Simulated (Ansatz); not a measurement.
# ClH₂ISi, SMILES Cl[SiH2]I: a short molecular-dynamics run

With Ansatz 0.2.0, Python API.

At the Python prompt:
```pycon
>>> import ansatz as az
>>> from ase import Atoms
>>> import numpy as np
>>> atoms = Atoms(["Cl", "Si", "I", "H", "H"], positions=[
...     (-1.6621, 0.4181, -0.9122),
...     (-0.0268, 0.0696, 0.1651),
...     (1.4909, -1.2621, -1.185),
...     (-0.3533, -0.6635, 1.3806),
...     (0.6012, 1.3642, 0.5101),
... ])
>>> clh2isi = az.Crystal.molecule_from_ase(atoms)
>>> model = (
...     clh2isi.calculation()
...     .basis(gaussian="def2-SVP")
...     .functional("PBE", dispersion="d4")
... )
>>> symbols = [site.symbol for site in clh2isi.cartesian_sites]
>>> start = np.array([site.position_ang for site in clh2isi.cartesian_sites], dtype=float)
>>> report = model.relax(force_tolerance=0.02).run(threads=1).report

>>> end = np.array(report["positions_ang"])
>>> minimum = az.Crystal.molecule()
>>> for symbol, place in zip(symbols, end):
...     minimum = minimum.atom(symbol, place.tolist())
...
>>> # dynamics from the relaxed geometry
>>> model = minimum.calculation()
>>> model = model.basis(gaussian="def2-SVP")
>>> model = model.functional("PBE", dispersion="d4")
>>> model = model.md("nvt_langevin", timestep=0.25, steps=20, temperature=200, initial_velocities="maxwell_boltzmann", seed=74, friction=0.05)
>>> frames = []
>>> done = model.session().plan().execute(on_event=lambda e: frames.append(e["data"]) if e["event"] == "md_step" else None)
>>> print("t (fs)   E_pot (eV)      E_kin (eV)   T (K)   d(0-1) (A)")
t (fs)   E_pot (eV)      E_kin (eV)   T (K)   d(0-1) (A)
>>> for f in frames[::1]:
...     xyz = np.array(f["positions_ang"])
...     print(f"{f['time_fs']:6.2f} {f['lagrangian_ev']:14.5f} {f['e_kin_ev']:10.5f} {f['temperature_k']:8.1f} {np.linalg.norm(xyz[0] - xyz[1]):9.4f}")
...
  0.00   -28519.83758    0.10341    160.0    2.0734
  0.25   -28519.83744    0.10310    159.5    2.0732
  0.50   -28519.83699    0.08129    125.8    2.0731
  0.75   -28519.83631    0.08355    129.3    2.0733
  1.00   -28519.83541    0.07688    118.9    2.0736
  1.25   -28519.83434    0.05708     88.3    2.0739
  1.50   -28519.83304    0.06022     93.2    2.0743
  1.75   -28519.83149    0.06257     96.8    2.0745
  2.00   -28519.82982    0.05487     84.9    2.0746
  2.25   -28519.82796    0.06050     93.6    2.0745
  2.50   -28519.82610    0.06658    103.0    2.0743
  2.75   -28519.82449    0.06612    102.3    2.0742
  3.00   -28519.82263    0.07201    111.4    2.0741
  3.25   -28519.82016    0.06512    100.8    2.0740
  3.50   -28519.81729    0.05629     87.1    2.0739
  3.75   -28519.81433    0.04910     76.0    2.0739
  4.00   -28519.81132    0.05224     80.8    2.0738
  4.25   -28519.80813    0.04968     76.9    2.0738
  4.50   -28519.80493    0.05871     90.8    2.0740
  4.75   -28519.80171    0.06369     98.6    2.0742
  5.00   -28519.79879    0.05904     91.3    2.0744
>>> print("mean temperature", round(float(np.mean([f["temperature_k"] for f in frames])), 1), "K")
mean temperature 103.3 K
```

Caveats:
- Total energies depend on the basis set; only differences at equal settings carry meaning.
- The trajectory is only some femtoseconds long, so its temperature is not equilibrated; where the script doesn't relax first, it starts from a rough generated geometry.
- def2 sets replace the cores of elements past krypton by effective core potentials.
- The printed temperature counts all 3N degrees of freedom under Langevin dynamics, so the first row lies under the target.
- Timing: 46 s on 1 thread of Arm Neoverse V1, with other jobs on the host, peak memory 0.21 GiB.

(Lines on the test bed's own set-up are left out of the output.)
